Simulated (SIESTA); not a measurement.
# KSrZrBiO6 (F-43m) in SIESTA: notebook

One crystal, KSrZrBiO6, is run at these levels: LDA; tasks: band structure, single point, equation of state.

All numbers are computed with SIESTA 5.4.2; they aren't measurements. Logs are shortened: lines on timing, memory, paths and dates and some standing lists are left out, and cuts for length are marked.

## (1) The crystal as given

Symmetry: F-43m, No. 216, cubic system. The conventional cell has a = 8.428 Å, b = 8.428 Å, c = 8.428 Å, α = 90.00°, β = 90.00°, γ = 90.00°. Bi (site symmetry -43m) is surrounded by 6 O at 2.12 Å. Zr (site symmetry -43m) is surrounded by 6 O at 2.10 Å. Sr (site symmetry -43m) is surrounded by 12 O at 2.98 Å. K (site symmetry -43m) is surrounded by 12 O at 2.98 Å. Around O (site symmetry 2mm) lie 1 Zr at 2.10 Å and 1 Bi at 2.12 Å.

The cell comes from a database or a generator and needn't be the stable form of this composition.

## (2) Band structure, LDA

File KSrZrBiO6.fdf:

```
SystemName                      KSrZrBiO6
SystemLabel                     KSrZrBiO6
NumberOfSpecies                 5
NumberOfAtoms                   10
%block ChemicalSpeciesLabel
  1  83 Bi
  2  40 Zr
  3  38 Sr
  4  19 K
  5   8 O
%endblock ChemicalSpeciesLabel

LatticeConstant                 1.0 Ang
%block LatticeVectors
     0.0000000000     4.2138531700     4.2138531700
     4.2138531700     0.0000000000     4.2138531700
     4.2138531700     4.2138531700     0.0000000000
%endblock LatticeVectors
AtomicCoordinatesFormat         Fractional
%block AtomicCoordinatesAndAtomicSpecies
     0.0000000000     0.0000000000     0.0000000000  1  Bi
     0.5000000000     0.5000000000     0.5000000000  2  Zr
     0.7500000000     0.7500000000     0.7500000000  3  Sr
     0.2500000000     0.2500000000     0.2500000000  4  K
     0.7488004400     0.7488004400     0.2511995600  5  O
     0.2511995600     0.2511995600     0.7488004400  5  O
     0.7488004400     0.2511995600     0.7488004400  5  O
     0.2511995600     0.7488004400     0.2511995600  5  O
     0.2511995600     0.7488004400     0.7488004400  5  O
     0.7488004400     0.2511995600     0.2511995600  5  O
%endblock AtomicCoordinatesAndAtomicSpecies

%block kgrid.MonkhorstPack
    6   0   0  0.0
    0   6   0  0.0
    0   0   6  0.0
%endblock kgrid.MonkhorstPack
XC.Functional                   LDA
XC.Authors                      PW92
PAO.BasisSize                   DZP
PAO.EnergyShift                 0.003 Ry
Mesh.Cutoff                     800 Ry
OccupationFunction              FD
ElectronicTemperature           0.05 eV
MaxSCFIterations                120
SCF.MustConverge                false
SCF.Mixer.Method                Pulay
SCF.Mixer.Weight                0.25
SCF.Mixer.History               8
SCF.DM.Tolerance                5.0e-05
SCF.H.Tolerance                 1.0e-03 eV
WriteForces                     true
Charge.Mulliken                 end
BandLinesScale                  ReciprocalLatticeVectors
%block BandLines
    1    0.000000   0.000000   0.000000  \Gamma
   12    0.500000   0.000000   0.500000  X
    6    0.500000   0.250000   0.750000  W
    4    0.375000   0.375000   0.750000  K
   13    0.000000   0.000000   0.000000  \Gamma
   11    0.500000   0.500000   0.500000  L
    8    0.625000   0.250000   0.625000  U
    4    0.500000   0.250000   0.750000  W
    9    0.500000   0.500000   0.500000  L
    8    0.375000   0.375000   0.750000  K
    1    0.625000   0.250000   0.625000  U
    4    0.500000   0.000000   0.500000  X
%endblock BandLines
%block PAO.Basis
  Bi 4
  n=6 0 2
    5.772 0.000
  n=6 1 2
    8.049 0.000
  n=5 2 2
    3.889 0.000
  n=6 2 1
    8.049
  Zr 5
  n=4 0 2
    3.504 0.000
  n=5 0 2
    8.951 0.000
  n=4 1 2
    4.065 0.000
  n=5 1 1
    8.951
  n=4 2 2
    7.326 0.000
  Sr 5
  n=4 0 2
    3.905 0.000
  n=5 0 2
    9.500 0.000
  n=4 1 2
    4.631 0.000
  n=5 1 1
    9.500
  n=4 2 1
    7.000
  K 5
  n=3 0 2
    3.905 0.000
  n=4 0 2
    9.500 0.000
  n=3 1 2
    4.631 0.000
  n=4 1 1
    9.500
  n=3 2 1
    7.000
%endblock PAO.Basis
```

Potentials or basis: PseudoDojo 0.4 standard (LDA files), DZP (energy shift 0.003 Ry; two zetas on semicore shells; d shell added on Sr, K).

On the command line:

```
$ siesta < KSrZrBiO6.fdf > KSrZrBiO6.out 2>&1
```

KSrZrBiO6.out:

```text
Version         : 5.4.2

[... 6 lines left out ...]
 NOTE: Please see the manual for full details and compatibility measures.

reinit: Reading from standard input
reinit: Dumping input in INPUT_TMP.07751
************************** Dump of input data file ****************************
SystemName                      KSrZrBiO6
SystemLabel                     KSrZrBiO6
NumberOfSpecies                 5
NumberOfAtoms                   10
%block ChemicalSpeciesLabel
  1  83 Bi
  2  40 Zr
  3  38 Sr
  4  19 K
  5   8 O
%endblock ChemicalSpeciesLabel
LatticeConstant                 1.0 Ang
%block LatticeVectors
     0.0000000000     4.2138531700     4.2138531700
     4.2138531700     0.0000000000     4.2138531700
     4.2138531700     4.2138531700     0.0000000000
%endblock LatticeVectors
AtomicCoordinatesFormat         Fractional
%block AtomicCoordinatesAndAtomicSpecies
     0.0000000000     0.0000000000     0.0000000000  1  Bi
     0.5000000000     0.5000000000     0.5000000000  2  Zr
     0.7500000000     0.7500000000     0.7500000000  3  Sr
     0.2500000000     0.2500000000     0.2500000000  4  K
     0.7488004400     0.7488004400     0.2511995600  5  O
     0.2511995600     0.2511995600     0.7488004400  5  O
     0.7488004400     0.2511995600     0.7488004400  5  O
     0.2511995600     0.7488004400     0.2511995600  5  O
     0.2511995600     0.7488004400     0.7488004400  5  O
     0.7488004400     0.2511995600     0.2511995600  5  O
%endblock AtomicCoordinatesAndAtomicSpecies
%block kgrid.MonkhorstPack
    6   0   0  0.0
    0   6   0  0.0
    0   0   6  0.0
%endblock kgrid.MonkhorstPack
XC.Functional                   LDA
XC.Authors                      PW92
PAO.BasisSize                   DZP
PAO.EnergyShift                 0.003 Ry
Mesh.Cutoff                     800 Ry
OccupationFunction              FD
ElectronicTemperature           0.05 eV
MaxSCFIterations                120
SCF.MustConverge                false
SCF.Mixer.Method                Pulay
SCF.Mixer.Weight                0.25
SCF.Mixer.History               8
SCF.DM.Tolerance                5.0e-05
SCF.H.Tolerance                 1.0e-03 eV
WriteForces                     true
Charge.Mulliken                 end
BandLinesScale                  ReciprocalLatticeVectors
%block BandLines
    1    0.000000   0.000000   0.000000  \Gamma
   12    0.500000   0.000000   0.500000  X
    6    0.500000   0.250000   0.750000  W
    4    0.375000   0.375000   0.750000  K
   13    0.000000   0.000000   0.000000  \Gamma
   11    0.500000   0.500000   0.500000  L
    8    0.625000   0.250000   0.625000  U
    4    0.500000   0.250000   0.750000  W
    9    0.500000   0.500000   0.500000  L
    8    0.375000   0.375000   0.750000  K
    1    0.625000   0.250000   0.625000  U
    4    0.500000   0.000000   0.500000  X
%endblock BandLines
%block PAO.Basis
  Bi 4
  n=6 0 2
    5.772 0.000
  n=6 1 2
    8.049 0.000
  n=5 2 2
    3.889 0.000
  n=6 2 1
    8.049
  Zr 5
  n=4 0 2
    3.504 0.000
  n=5 0 2
    8.951 0.000
  n=4 1 2
    4.065 0.000
  n=5 1 1
[... 10 lines left out ...]
  n=5 1 1
    9.500
  n=4 2 1
    7.000
  K 5
  n=3 0 2
    3.905 0.000
  n=4 0 2
    9.500 0.000
  n=3 1 2
    4.631 0.000
  n=4 1 1
    9.500
  n=3 2 1
    7.000
%endblock PAO.Basis
************************** End of input data file *****************************

reinit: -----------------------------------------------------------------------
reinit: System Name: KSrZrBiO6
reinit: -----------------------------------------------------------------------
reinit: System Label: KSrZrBiO6
reinit: -----------------------------------------------------------------------

initatom: Reading input for the pseudopotentials and atomic orbitals ----------
Species number:   1 Atomic number:   83 Label: Bi
Species number:   2 Atomic number:   40 Label: Zr
Species number:   3 Atomic number:   38 Label: Sr
Species number:   4 Atomic number:   19 Label: K
Species number:   5 Atomic number:    8 Label: O

[... 48 lines left out ...]
siesta:         Total =   -8056.648263
siesta:         Fermi =      -7.530203

siesta: Atomic forces (eV/Ang):
siesta:      1    0.000000   -0.000000   -0.000000
siesta:      2   -0.000000    0.000000   -0.000000
siesta:      3   -0.000000   -0.000000   -0.000000
siesta:      4   -0.000000   -0.000000   -0.000000
siesta:      5    0.000000    0.000000   -0.283958
siesta:      6   -0.000000   -0.000000    0.283958
siesta:      7    0.000000   -0.283958    0.000000
siesta:      8   -0.000000    0.283958   -0.000000
siesta:      9   -0.283958    0.000000    0.000000
siesta:     10    0.283958   -0.000000   -0.000000
siesta: ----------------------------------------
siesta:    Tot   -0.000000   -0.000000   -0.000000

siesta: Stress tensor (static) (eV/Ang**3):
siesta:     0.044007    0.000000    0.000000
siesta:     0.000000    0.044007    0.000000
siesta:     0.000000    0.000000    0.044007

siesta: Cell volume =        149.647061 Ang**3

siesta: Pressure (static):
siesta:                Solid            Molecule  Units
siesta:          -0.00047930         -0.00039263  Ry/Bohr**3
siesta:          -0.04400742         -0.03604993  eV/Ang**3
siesta:         -70.50766584        -57.75835761  kBar

Basis Enthalpy Calculation:
    Basis Pressure for species 1(Bi) :      0.2000000 GPa
    Basis Pressure for species 2(Zr) :      0.2000000 GPa
    Basis Pressure for species 3(Sr) :      0.2000000 GPa
    Basis Pressure for species 4(K) :      0.2000000 GPa
    Basis Pressure for species 5(O) :      0.2000000 GPa

    Orbital volume contribution        =           8.749887 eV
    (Free)E + p_basis*V_orbitals       =       -8047.898401 eV
    (Free)Eharris+ p_basis*V_orbitals  =       -8047.898401 eV

mulliken: Atomic and Orbital Populations:

Species: Bi
Atom  Qatom  Qorb
               6s      6s      6py     6pz     6px     6py     6pz     6px
               5dxy    5dyz    5dz2    5dxz    5dx2-y2 5dxy    5dyz    5dz2
               5dxz    5dx2-y2 6dxy    6dyz    6dz2    6dxz    6dx2-y2
   1 13.928   1.245   0.175   0.371   0.371   0.371   0.230   0.230   0.230
              1.951   1.951   1.955   1.951   1.955   0.054   0.054   0.066

              0.054   0.066   0.168   0.168   0.071   0.168   0.071

Species: Zr
Atom  Qatom  Qorb
               4s      4s      5s      5s      4py     4pz     4px     4py
               4pz     4px     5py     5pz     5px     4dxy    4dyz    4dz2
               4dxz    4dx2-y2 4dxy    4dyz    4dz2    4dxz    4dx2-y2
   2 10.790   1.877   0.046   0.225   0.188   1.914   1.914   1.914   0.084
              0.084   0.084   0.178   0.178   0.178   0.228   0.228   0.272

              0.228   0.272   0.101   0.101   0.196   0.101   0.196

Species: Sr
Atom  Qatom  Qorb
               4s      4s      5s      5s      4py     4pz     4px     4py
               4pz     4px     5py     5pz     5px     4dxy    4dyz    4dz2
               4dxz    4dx2-y2
   3  8.669   1.911   0.036  -0.055   0.200   1.898   1.898   1.898   0.071
              0.071   0.071   0.052   0.052   0.052   0.115   0.115   0.084

              0.115   0.084

Species: K
Atom  Qatom  Qorb
               3s      3s      4s      4s      3py     3pz     3px     3py
               3pz     3px     4py     4pz     4px     3dxy    3dyz    3dz2
               3dxz    3dx2-y2
   4  8.140   1.925   0.041  -0.122   0.187   1.903   1.903   1.903   0.064
              0.064   0.064  -0.022  -0.022  -0.022   0.062   0.062   0.045

              0.062   0.045

Species: O
Atom  Qatom  Qorb
               2s      2s      2py     2pz     2px     2py     2pz     2px
               3Pdxy   3Pdyz   3Pdz2   3Pdxz   3Pdx2-y2
   5  6.746   1.940  -0.093   2.021   1.452   2.021  -0.284  -0.049  -0.284
              0.002   0.004   0.007   0.004   0.002
   6  6.746   1.940  -0.093   2.021   1.452   2.021  -0.284  -0.049  -0.284
              0.002   0.004   0.007   0.004   0.002
   7  6.746   1.940  -0.093   1.452   2.021   2.021  -0.049  -0.284  -0.284
              0.004   0.004   0.004   0.002   0.006
   8  6.746   1.940  -0.093   1.452   2.021   2.021  -0.049  -0.284  -0.284
              0.004   0.004   0.004   0.002   0.006
   9  6.746   1.940  -0.093   2.021   2.021   1.452  -0.284  -0.284  -0.049
              0.004   0.002   0.004   0.004   0.006
  10  6.746   1.940  -0.093   2.021   2.021   1.452  -0.284  -0.284  -0.049
              0.004   0.002   0.004   0.004   0.006

mulliken: Qtot =       82.000

Mulliken Atomic Populations:
Atom #   charge [q] valence [e]  Species
     1     1.072241   13.927759  Bi
     2     1.210344   10.789656  Zr
     3     1.330530    8.669470  Sr
     4     0.860151    8.139849  K
     5    -0.745544    6.745544  O
     6    -0.745544    6.745544  O
     7    -0.745544    6.745544  O
     8    -0.745544    6.745544  O
     9    -0.745544    6.745544  O
    10    -0.745544    6.745544  O
 Total    -0.000000

Job completed
```

Run time: 6.8 min. Hardware: 1 thread of AMD EPYC 7R43 (Zen 3), shared host; peak memory 0.84 GiB.

Results:

```
Free energy             : -8056.6483 eV
Pressure                : -7.1 GPa
Largest force           : 0.284 eV/Å
Band gap on the k mesh  : 0.80 eV, indirect (least direct gap 0.84 eV)
Band gap along the path : 0.80 eV, indirect (least direct gap 0.84 eV)
```

Forces on the atoms (eV/Å):
```
Bi   0.000  0.000  0.000
Zr   0.000  0.000  0.000
Sr   0.000  0.000  0.000
K    0.000  0.000  0.000
O    0.000  0.000 -0.284
O    0.000  0.000  0.284
O    0.000 -0.284  0.000
O    0.000  0.284  0.000
O   -0.284  0.000  0.000
O    0.284  0.000  0.000
```

Levels at the corners of the path, in eV from the valence-band top:
```
point  band 39  band 40  band 41  band 42  band 43  band 44
    Γ     0.00     0.00     0.00     1.27     4.37     4.37
    X    -0.89    -0.89    -0.04     0.80     4.63     5.22
    W    -1.10    -0.54    -0.34     1.54     4.81     4.85
    K    -0.86    -0.77    -0.21     1.44     4.65     5.03
    Γ     0.00     0.00     0.00     1.27     4.37     4.37
    L    -0.54    -0.54    -0.34     2.62     4.35     4.62
    U    -0.86    -0.77    -0.21     1.44     4.65     5.03
    W    -1.10    -0.54    -0.34     1.54     4.81     4.85
    L    -0.54    -0.54    -0.34     2.62     4.35     4.62
    K    -0.86    -0.77    -0.21     1.44     4.65     5.03
    U    -0.86    -0.77    -0.21     1.44     4.65     5.03
    X    -0.89    -0.89    -0.04     0.80     4.63     5.22
```

Caveat: spin-orbit coupling is left out, which as a rule narrows the gap of such compounds by several tenths of an eV; the basis of atomic orbitals isn't converged, which shifts pressures, moduli and gaps.

[end of part 1 of 2]
